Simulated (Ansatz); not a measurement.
# AlBFH4S: the cost of one run

All numbers below are computed with Ansatz 0.2.0 (RKS PBE0-D4/def2-SVP).

### Step 1. The starting structure

Bond lengths: B1–S2 1.792 Å, S2–Al3 2.339 Å, Al3–F4 1.623 Å, B1–H5 1.161 Å, B1–H6 1.162 Å, S2–H7 1.350 Å, Al3–H8 1.494 Å. Angles: B1–S2–Al3 125.9°, B1–S2–H7 104.4°, Al3–S2–H7 98.2°, S2–B1–H5 118.5°, S2–B1–H6 116.9°, H5–B1–H6 124.3°, S2–Al3–F4 103.8°, S2–Al3–H8 117.8°, F4–Al3–H8 138.2°.

Structure file:

```xyz
8

B     0.4803    1.7159   -0.3024
S     0.7419   -0.0541   -0.1984
Al   -0.7119   -1.5983    0.7881
F    -1.0401   -2.6410   -0.4122
H     0.4911    2.2177   -1.3492
H     0.3960    2.2950    0.7016
H     0.6425   -0.4835   -1.4739
H    -0.9999   -1.4516    2.2465
```

### Step 2. Relaxing end A

Contents of input.yaml:

```yaml
crystal:
  periodic: [false, false, false]
  atoms:
    - { symbol: B, position_ang: [0.48035, 1.71585, -0.30237] }
    - { symbol: S, position_ang: [0.74195, -0.05406, -0.19842] }
    - { symbol: Al, position_ang: [-0.71192, -1.59834, 0.78809] }
    - { symbol: F, position_ang: [-1.04011, -2.64105, -0.41221] }
    - { symbol: H, position_ang: [0.4911, 2.21769, -1.3492] }
    - { symbol: H, position_ang: [0.39602, 2.295, 0.70159] }
    - { symbol: H, position_ang: [0.64254, -0.48352, -1.47394] }
    - { symbol: H, position_ang: [-0.99994, -1.45157, 2.24647] }
total_charge: 1
basis:
  gaussian: { orbitals: def2-SVP }
hamiltonian:
  xc: pbe0
  dispersion: d4
relax:
  f_tol: 0.02
  max_steps: 50
```

Command:

```bash
> ansatz run input.yaml --threads 2 --pin off --max-ram 3072MiB --backend cpu --events-out ev --progress --plain --runs-dir out
```

**Question.** How long does this run take on 2 threads of Intel Xeon 6975P-C (Granite Rapids), shared host, and how much memory does it need?

About 13 s, with a peak of 0.18 GiB.
